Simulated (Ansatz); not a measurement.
# GdO in Ansatz: the effect of fixed moment

Crystal: GdO.

```
Gd O
1.0
     0.00000    2.70000    2.70000
     2.70000    0.00000    2.70000
     2.70000    2.70000    0.00000
Gd O
1 1
Cartesian
  0.0000 0.0000 0.0000
  4.0500 4.0500 4.0500
```

Alike in all runs:

* Program: Ansatz 0.2.0
* Task: single point
* Functional: PBE
* Potentials or basis: Ansatz PAW
* Cutoff: 420 eV (not typed: the program's choice for these potentials)
* k mesh: 7 × 7 × 7
* Occupations: fermi-dirac, width 0.05 eV

Q: One run gave: energy over the lowest run 13582.2 meV/atom; pressure 54.6 GPa. Which fixed moment did it use?
A. 14
B. 10.5
C. 0
D. 3.5
E. 1.8

A: A.

```csv
fixed moment,spin,starting moments,energy over the lowest run (meV/atom),pressure (GPa)
0,"collinear spin, program default start",-,3531.4,-4.5
1.8,"collinear spin, ferromagnetic start","[1.8, 0.0] μB",2629.5,-1.8
3.5,"collinear spin, ferromagnetic start","[3.5, 0.0] μB",1854.7,-1.8
5.2,"collinear spin, ferromagnetic start","[5.2, 0.0] μB",681.6,-2.3
7,"collinear spin, ferromagnetic start","[7.0, 0.0] μB",0.0,-0.8
8.8,"collinear spin, ferromagnetic start","[8.8, 0.0] μB",1078.0,3.9
10.5,"collinear spin, ferromagnetic start","[10.5, 0.0] μB",3918.3,16.2
14,"collinear spin, ferromagnetic start","[14.0, 0.0] μB",13582.2,54.6
```

Caveats: the total moment is fixed, so each spin has its own Fermi level; the thresholds are loose for stress; a cell with one magnetic atom can't hold antiferromagnetic order, which such compounds often take (some runs); a pressure of tens of GPa on the cell as given is suspect, and the run, the potentials or the cell itself is likely at fault (some runs).
